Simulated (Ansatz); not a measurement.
Born–Oppenheimer molecular dynamics of a periodic cell of 24 atoms, LiBH₄ (host LiBH4, host structure Ama2). It goes on from the last frame of an earlier run, with new velocities.

The calculation used DFT r2SCAN-D3(BJ), scalar-relativistic, plane waves, PAW (Ansatz). Settings: accuracy low, cutoff 500 eV, k mesh 2x2x2, fermi-dirac smearing 0.05 eV, no spin polarisation.

* ensemble: NVT, Nosé–Hoover chain
* time step: 0.5 fs
* steps asked: 60
* set temperature: 800 K
* thermostat: time constant 50 fs, chain length 1
* seed: 684580

Frames 0.5 fs apart, positions in Å.

Velocities at 25.0 fs (Å/ps):

```
Li 13.43 -4.78 0.65
Li -2.42 6.55 -10.87
B 6.99 4.07 2.12
B -8.76 4.62 6.66
H 15.61 25.77 -31.21
H 25.04 30.75 32.38
H 13.85 17.81 22.80
H -24.29 22.40 22.29
H -36.88 16.37 25.40
H 13.50 19.75 5.71
H -7.71 20.88 -9.71
H 6.06 -2.54 -12.21
Li 14.37 -3.95 -5.44
Li -2.29 -2.83 -11.85
B -9.75 -8.83 -8.53
B -6.71 -3.85 13.15
H 20.08 -1.09 -11.55
H -8.55 -41.79 -15.68
H 49.17 -26.79 -15.10
H -44.99 13.78 15.44
H 0.16 3.36 29.03
H 4.22 -14.75 -26.15
H 32.40 6.07 9.44
H -21.13 -12.54 4.81
```

```xyz
24
Lattice="0.0000 0.0000 5.3977 6.5784 -2.7066 2.6989 6.5784 2.7066 2.6989" Properties=species:S:1:pos:R:3 time_fs=25.0 energy_less_start_eV=0.610 T=624
Li -0.145 0.230 0.042
Li 3.106 -0.101 5.143
B 8.414 -1.396 4.001
B 5.084 -1.400 6.934
H 8.257 -1.840 5.201
H 4.691 -1.405 2.587
H 7.206 1.552 6.047
H 5.818 1.119 3.420
H 2.450 -0.844 3.409
H 3.868 1.262 3.482
H 2.185 0.324 0.899
H 5.526 -0.285 6.939
Li 6.532 -0.003 5.526
Li 9.808 -0.071 5.229
B 8.172 1.244 6.720
B 4.871 1.568 4.157
H 8.002 1.631 7.858
H 4.787 1.067 5.189
H 7.430 -0.980 3.607
H 5.642 -2.393 6.620
H 9.304 -0.656 8.986
H 10.700 1.128 8.984
H 8.394 0.092 6.616
H 11.626 0.049 7.121
24
Lattice="0.0000 0.0000 5.3977 6.5784 -2.7066 2.6989 6.5784 2.7066 2.6989" Properties=species:S:1:pos:R:3 time_fs=25.5 energy_less_start_eV=0.566 T=640
Li -0.138 0.228 0.042
Li 3.105 -0.098 5.137
B 8.418 -1.394 4.002
B 5.079 -1.397 6.937
H 8.265 -1.825 5.184
H 4.702 -1.389 2.606
H 7.213 1.561 6.059
H 5.805 1.131 3.432
H 2.432 -0.836 3.422
H 3.875 1.272 3.486
H 2.180 0.332 0.893
H 5.530 -0.286 6.932
Li 6.539 -0.005 5.523
Li 9.807 -0.073 5.223
B 8.167 1.240 6.715
B 4.868 1.566 4.164
H 8.012 1.631 7.852
H 4.783 1.045 5.183
H 7.452 -0.992 3.598
H 5.621 -2.386 6.627
H 9.304 -0.654 9.001
H 10.701 1.121 8.970
H 8.410 0.094 6.621
H 11.615 0.043 7.123
24
Lattice="0.0000 0.0000 5.3977 6.5784 -2.7066 2.6989 6.5784 2.7066 2.6989" Properties=species:S:1:pos:R:3 time_fs=26.0 energy_less_start_eV=0.511 T=660
Li -0.131 0.225 0.043
Li 3.104 -0.095 5.131
B 8.422 -1.392 4.004
B 5.075 -1.395 6.940
H 8.275 -1.808 5.166
H 4.713 -1.375 2.630
H 7.219 1.570 6.070
H 5.792 1.142 3.446
H 2.415 -0.827 3.436
H 3.883 1.282 3.490
H 2.175 0.336 0.887
H 5.534 -0.288 6.925
Li 6.546 -0.007 5.520
Li 9.806 -0.074 5.217
B 8.162 1.235 6.711
B 4.865 1.564 4.170
H 8.023 1.628 7.846
H 4.779 1.021 5.180
H 7.469 -1.003 3.587
H 5.602 -2.380 6.634
H 9.304 -0.652 9.018
H 10.700 1.116 8.954
H 8.427 0.094 6.627
H 11.604 0.035 7.124
24
Lattice="0.0000 0.0000 5.3977 6.5784 -2.7066 2.6989 6.5784 2.7066 2.6989" Properties=species:S:1:pos:R:3 time_fs=26.5 energy_less_start_eV=0.452 T=681
Li -0.124 0.222 0.044
Li 3.104 -0.091 5.125
B 8.426 -1.390 4.006
B 5.070 -1.392 6.942
H 8.285 -1.788 5.147
H 4.723 -1.362 2.658
H 7.223 1.579 6.081
H 5.778 1.154 3.461
H 2.400 -0.819 3.449
H 3.890 1.293 3.495
H 2.169 0.335 0.879
H 5.539 -0.289 6.916
Li 6.553 -0.009 5.517
Li 9.805 -0.075 5.212
B 8.158 1.231 6.706
B 4.862 1.563 4.175
H 8.033 1.625 7.840
H 4.775 0.995 5.181
H 7.480 -1.012 3.572
H 5.586 -2.375 6.640
H 9.303 -0.649 9.036
H 10.697 1.111 8.937
H 8.443 0.092 6.633
H 11.591 0.027 7.124
24
Lattice="0.0000 0.0000 5.3977 6.5784 -2.7066 2.6989 6.5784 2.7066 2.6989" Properties=species:S:1:pos:R:3 time_fs=27.0 energy_less_start_eV=0.399 T=700
Li -0.117 0.220 0.045
Li 3.103 -0.088 5.119
B 8.431 -1.388 4.009
B 5.065 -1.389 6.945
H 8.296 -1.765 5.128
H 4.732 -1.349 2.689
H 7.226 1.589 6.091
H 5.764 1.166 3.477
H 2.386 -0.809 3.463
H 3.897 1.303 3.500
H 2.163 0.330 0.870
H 5.545 -0.291 6.907
Li 6.561 -0.011 5.514
Li 9.804 -0.076 5.206
B 8.153 1.228 6.702
B 4.859 1.561 4.180
H 8.043 1.621 7.834
H 4.771 0.966 5.184
H 7.485 -1.019 3.555
H 5.574 -2.372 6.646
H 9.302 -0.645 9.056
H 10.692 1.109 8.920
H 8.458 0.087 6.640
H 11.579 0.019 7.125
24
Lattice="0.0000 0.0000 5.3977 6.5784 -2.7066 2.6989 6.5784 2.7066 2.6989" Properties=species:S:1:pos:R:3 time_fs=27.5 energy_less_start_eV=0.368 T=712
Li -0.109 0.216 0.046
Li 3.103 -0.085 5.112
B 8.435 -1.386 4.012
B 5.059 -1.386 6.948
H 8.307 -1.741 5.111
H 4.740 -1.337 2.720
H 7.225 1.598 6.100
H 5.752 1.177 3.494
H 2.375 -0.799 3.475
H 3.903 1.314 3.506
H 2.156 0.321 0.860
H 5.552 -0.293 6.896
Li 6.568 -0.014 5.511
Li 9.803 -0.077 5.201
B 8.148 1.224 6.697
B 4.856 1.560 4.185
H 8.053 1.616 7.829
H 4.768 0.937 5.189
H 7.483 -1.023 3.535
H 5.565 -2.372 6.650
H 9.301 -0.640 9.075
H 10.686 1.108 8.902
H 8.473 0.082 6.647
H 11.566 0.012 7.125
24
Lattice="0.0000 0.0000 5.3977 6.5784 -2.7066 2.6989 6.5784 2.7066 2.6989" Properties=species:S:1:pos:R:3 time_fs=28.0 energy_less_start_eV=0.371 T=712
Li -0.102 0.213 0.048
Li 3.103 -0.082 5.106
B 8.441 -1.383 4.014
B 5.053 -1.383 6.950
H 8.318 -1.716 5.097
H 4.747 -1.326 2.752
H 7.221 1.608 6.108
H 5.741 1.187 3.510
H 2.366 -0.789 3.487
H 3.908 1.323 3.511
H 2.149 0.308 0.851
H 5.559 -0.296 6.885
Li 6.575 -0.016 5.507
Li 9.802 -0.077 5.196
B 8.143 1.220 6.693
B 4.853 1.558 4.190
H 8.063 1.610 7.824
H 4.764 0.906 5.196
H 7.476 -1.025 3.513
H 5.559 -2.373 6.654
H 9.301 -0.635 9.095
H 10.680 1.109 8.885
H 8.488 0.075 6.654
H 11.553 0.005 7.125
24
Lattice="0.0000 0.0000 5.3977 6.5784 -2.7066 2.6989 6.5784 2.7066 2.6989" Properties=species:S:1:pos:R:3 time_fs=28.5 energy_less_start_eV=0.410 T=701
Li -0.094 0.210 0.050
Li 3.104 -0.079 5.099
B 8.446 -1.381 4.017
B 5.047 -1.379 6.953
H 8.328 -1.690 5.087
H 4.755 -1.316 2.783
H 7.215 1.617 6.114
H 5.733 1.196 3.525
H 2.360 -0.777 3.497
H 3.911 1.333 3.515
H 2.141 0.294 0.841
H 5.567 -0.299 6.873
Li 6.583 -0.018 5.504
Li 9.801 -0.077 5.191
B 8.139 1.217 6.689
B 4.851 1.557 4.195
H 8.072 1.603 7.820
H 4.761 0.876 5.203
H 7.465 -1.025 3.490
H 5.558 -2.377 6.657
H 9.302 -0.628 9.114
H 10.673 1.111 8.869
H 8.501 0.067 6.662
H 11.540 -0.001 7.126
24
Lattice="0.0000 0.0000 5.3977 6.5784 -2.7066 2.6989 6.5784 2.7066 2.6989" Properties=species:S:1:pos:R:3 time_fs=29.0 energy_less_start_eV=0.478 T=680
Li -0.086 0.206 0.051
Li 3.105 -0.076 5.092
B 8.451 -1.379 4.019
B 5.040 -1.375 6.956
H 8.338 -1.664 5.083
H 4.762 -1.306 2.812
H 7.205 1.625 6.118
H 5.728 1.204 3.539
H 2.357 -0.765 3.506
H 3.912 1.341 3.519
H 2.132 0.278 0.832
H 5.576 -0.302 6.861
Li 6.590 -0.020 5.500
Li 9.801 -0.077 5.186
B 8.135 1.213 6.685
B 4.848 1.555 4.199
H 8.080 1.594 7.818
H 4.759 0.846 5.211
H 7.451 -1.024 3.465
H 5.559 -2.382 6.660
H 9.302 -0.621 9.133
H 10.666 1.115 8.854
H 8.514 0.059 6.669
H 11.526 -0.006 7.128
```

Of the whole run (30 fs, mean temperature of the second half 638 K): The conserved energy stayed within 0.28 meV per atom of its start (net change 0.22 meV per atom), so the integration is sound. The mean temperature of the second half is 20 % below the set value. A run of 0.03 ps of so small a system gives no equilibrium averages. Limits of this set-up: coarse k mesh, low accuracy level.

The run took 10 min on 1 thread of Arm Neoverse V1, on a shared host, peak memory 0.75 GiB.
